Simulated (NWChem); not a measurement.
# CHFGaN (SMILES N#[C][GaH][F]): B3LYP/6-31G(d) (spherical functions)

Aim: a geometry optimisation of CHFGaN. 

The results are computed with NWChem 7.3.0.

7 further runs of the same task are left out: 5 that didn't finish, 2 set aside as unsound or not needed. Runs told in other sessions of the task aren't counted.

## 1. The system as given

The species is CHFGaN (5 atoms), meant as a singlet with charge 0. As SMILES, `N#[C][GaH][F]`. The coordinates come from a PBE0-D4/def2-TZVP relaxation. The run starts from this shape.

Bond lengths: N1–C2 1.152 Å, C2–Ga3 1.931 Å, Ga3–F4 1.741 Å, Ga3–H5 1.539 Å. Angles: N1–C2–Ga3 177.5°, C2–Ga3–F4 112.3°, C2–Ga3–H5 127.5°, F4–Ga3–H5 120.2°.

## 2. A structure relaxation at B3LYP/6-31G(d) (spherical functions)

Contents of geom.nw:

```
start geom
title "CHFGaN"
memory stack 880 mb heap 220 mb global 1100 mb

geometry units bohr
   N   2.29412752 -3.13165413  2.39239327
   C   1.21131445 -1.63404618  1.24022726
   Ga -0.49076187  0.98076786 -0.65290038
   F  -3.25921065 -0.10110035 -2.06471476
   H   0.33863892  3.74675999 -0.99324005
end

basis spherical bse
   * library 6-31G*
end

dft
   xc b3lyp
   grid fine
   convergence energy 1e-07
   iterations 100
   mulliken
   print low
end

driver
   maxiter 60
end

freq
   temp 3 298.15 600 900
end

task dft optimize
task dft frequencies
```

On the command line:

```sh
$ nwchem geom.nw > geom.out
```

What it wrote:

```text
[...]
 Group name             Cs
[...]
 d= 0,ls=0.0,diis     1  -2117.8049129425 -2.34D+03  2.73D-02  9.50D-01     2.2
[...]
         Total DFT energy =    -2117.935401174223
[...]
@    0   -2117.93540117  0.0D+00  0.02853  0.00811  0.00000  0.00000     23.4
[...]
         Total DFT energy =    -2117.935526190865
[...]
@    1   -2117.93576465 -3.6D-04  0.00303  0.00135  0.00848  0.01863     50.3
[...]
@    2   -2117.93581613 -5.1D-05  0.00089  0.00030  0.00611  0.01419     73.5
[...]
         Total DFT energy =  -2117.935818386034
[...]
@    3   -2117.93581839 -2.3D-06  0.00043  0.00014  0.00093  0.00215     90.5
[...]
         Total DFT energy =    -2117.935819266318
[...]
         Total DFT energy =  -2117.935819266318
                         DFT ENERGY GRADIENTS
    atom               coordinates                        gradient
                 x          y          z           x          y          z
   1 N      -0.759240   4.908151   0.000000   -0.000057  -0.000027   0.000000
   2 C      -0.258989   2.765924   0.000000    0.000016   0.000042   0.000000
   3 Ga      0.671861  -0.779653   0.000000   -0.000066   0.000032   0.000000
   4 F      -1.954776  -2.782970   0.000000    0.000059   0.000057   0.000000
   5 H       3.382804  -1.899537   0.000000    0.000047  -0.000104   0.000000
[...]
@    4   -2117.93581927 -8.8D-07  0.00011  0.00005  0.00079  0.00163    107.0
[...]
      Optimization converged
[...]
@    4   -2117.93581927 -8.8D-07  0.00011  0.00005  0.00079  0.00163    107.0
[...]
 d= 0,ls=0.0,diis     2  -2117.9358205138  6.37D-11  2.97D-07  1.54D-09   109.9
         Total DFT energy =    -2117.935820513761
      One electron energy =    -3391.138837307280
           Coulomb energy =     1148.599211959074
    Exchange-Corr. energy =      -98.210779130306
 Nuclear repulsion energy =      222.814583964751
[...]
      Total Density - Mulliken Population Analysis
     ---------------------------------------------
    Atom       Charge   Shell Charges
 -----------   ------   -------------------------------------------------------
    1 N    7     7.22   2.00  0.86  2.23  0.91  1.18  0.04
    2 C    6     5.74   2.00  0.72  1.94  0.53  0.52  0.03
    3 Ga  31    30.72   2.00  2.00  6.00  2.00  5.99  1.18  1.32  0.01  0.04  6.82  2.94  0.42
    4 F    9     9.42   2.00  0.93  3.28  1.05  2.15  0.01
    5 H    1     0.90   0.47  0.43
[...]
 Zero-Point correction to Energy  =   10.426 kcal/mol  (  0.016615 au)
 Thermal correction to Energy     =   25.046 kcal/mol  (  0.039913 au)
 Thermal correction to Enthalpy   =   26.833 kcal/mol  (  0.042761 au)
 Total Entropy                    =   96.483 cal/mol-K
   - Translational                =   45.601 cal/mol-K (mol. weight = 114.9350)
   - Rotational                   =   28.836 cal/mol-K (symmetry #  =        1)
   - Vibrational                  =   22.046 cal/mol-K
 Cv (constant volume heat capacity) =   20.846 cal/mol-K
   - Translational                  =    2.979 cal/mol-K
   - Rotational                     =    2.979 cal/mol-K
   - Vibrational                    =   14.887 cal/mol-K
[...]
 Normal Eigenvalue ||           Projected Infra Red Intensities
  Mode   [cm**-1]  || [atomic units] [(debye/angs)**2] [(KM/mol)] [arbitrary]
 ------ ---------- || -------------- ----------------- ---------- -----------
    1       -0.000 ||    0.000208           0.005         0.203       0.079
    2       -0.000 ||    0.000164           0.004         0.160       0.062
    3       -0.000 ||    0.002478           0.057         2.415       0.936
    4       -0.000 ||    0.002757           0.064         2.688       1.041
    5        0.000 ||    0.001658           0.038         1.617       0.626
    6        0.000 ||    0.002985           0.069         2.910       1.127
    7      131.371 ||    0.015142           0.349        14.761       5.718
    8      235.951 ||    0.006594           0.152         6.428       2.490
    9      323.413 ||    0.008194           0.189         7.988       3.094
   10      470.574 ||    0.063506           1.465        61.909      23.980
   11      478.026 ||    0.055316           1.276        53.925      20.888
   12      612.252 ||    0.084934           1.959        82.797      32.072
   13      703.668 ||    0.049761           1.148        48.510      18.790
   14     2035.399 ||    0.061758           1.425        60.205      23.320
[...]
```

Wall time 4.2 min (1 thread of AMD EPYC 7R43 (Zen 3), shared host); peak memory 0.15 GiB.

The path in brief:

```tsv
step	energy from the first frame kept (eV)
0	0.0000
1	-0.0099
2	-0.0113
3	-0.0114
4	-0.0114
```

After the run. Bond lengths: N1–C2 1.164 Å, C2–Ga3 1.940 Å, Ga3–F4 1.748 Å, Ga3–H5 1.552 Å. Angles: N1–C2–Ga3 178.4°, C2–Ga3–F4 112.6°, C2–Ga3–H5 127.2°, F4–Ga3–H5 120.2°.

## 3. Outcome

Level: B3LYP/6-31G* (spherical functions).

```
                                                 quantity             value
                                  total energy at the end    -2117.93582 Eh
                               lowest harmonic wavenumber          131 cm⁻¹
                              highest harmonic wavenumber         2306 cm⁻¹
                                        zero-point energy       43.6 kJ/mol
ideal-gas entropy at 298.15 K (symmetry number 1 as used)  73.9 cal/(mol K)
```

What this shows: At the final geometry: Bond lengths: N1–C2 1.164 Å, C2–Ga3 1.940 Å, Ga3–F4 1.748 Å, Ga3–H5 1.552 Å. Angles: N1–C2–Ga3 178.4°, C2–Ga3–F4 112.6°, C2–Ga3–H5 127.2°, F4–Ga3–H5 120.2°. All 9 modes are real, so the shape is a minimum at this level. The optimisation took 5 steps and changed the energy by -0.011 eV. Mulliken charges run from -0.42 on F4 to +0.28 on Ga3; they depend strongly on the basis.
